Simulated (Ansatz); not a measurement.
# Al2BO: the cost of one run

Method: DFT PBE, scalar-relativistic, plane waves, PAW, in Ansatz 0.2.0.

## (1) The system as given

It takes space group R-3m (No. 166, trigonal). Conventional cell: a = 3.195 Å, b = 3.195 Å, c = 15.674 Å, α = 90.00°, β = 90.00°, γ = 120.00°. Al (site symmetry 3m) is surrounded by 3 B at 2.23 Å and 3 O at 2.29 Å. Around B (site symmetry -3m) lie 6 Al at 2.23 Å. O (site symmetry -3m) has 6 Al at 2.29 Å as nearest neighbours.

Structure file:

```cif
data_structure
_symmetry_space_group_name_H-M 'P 1'
_symmetry_Int_Tables_number 1
_cell_length_a 5.5407
_cell_length_b 5.5407
_cell_length_c 5.5407
_cell_angle_alpha 33.518
_cell_angle_beta 33.518
_cell_angle_gamma 33.518
_cell_volume 46.20
loop_
_atom_site_label
_atom_site_type_symbol
_atom_site_fract_x
_atom_site_fract_y
_atom_site_fract_z
_atom_site_occupancy
Al1 Al 0.75330 0.75330 0.75330 1
Al2 Al 0.24670 0.24670 0.24670 1
B1 B 0.50000 0.50000 0.50000 1
O1 O 0.00000 0.00000 0.00000 1
```

A structure generator made this guess: species swapped into a database cell of Eu2SeS (R-3m, No. 166), with Al on the Eu sites, O on the Se sites and B on the S sites. Its size is a rough estimate.

## (2) A first look at the guess

File input.yaml:

```yaml
crystal:
  lattice:
    - [1.59765822, 0.9224084, 5.22458203]
    - [-1.59765822, 0.9224084, 5.22458203]
    - [0.0, -1.84481681, 5.22458203]
  atoms:
    - { symbol: Al, position: [0.75329721, 0.75329721, 0.75329721] }
    - { symbol: Al, position: [0.24670279, 0.24670279, 0.24670279] }
    - { symbol: B, position: [0.5, 0.5, 0.5] }
    - { symbol: O, position: [0.0, 0.0, 0.0] }
basis:
  ecutwfc: 420
kpoints:
  mp_grid: { grid: [6, 6, 6] }
hamiltonian:
  xc: pbe
scf:
  occupations: { method: gaussian, width: 0.1 }
  lower_state_search: "off"
output:
  forces: true
  stress: true
  eigenvalues: true
```

Started as:

```sh
$ ansatz run input.yaml --threads 1 --pin off --max-ram 2048MiB --backend cpu --events-out ev --progress --plain --runs-dir out
```

**Question.** How long does this run take on 1 thread of Intel Xeon Platinum 8488C (Sapphire Rapids), shared host, and how much memory does it need?

About 1 s, with a peak of 0.41 GiB.
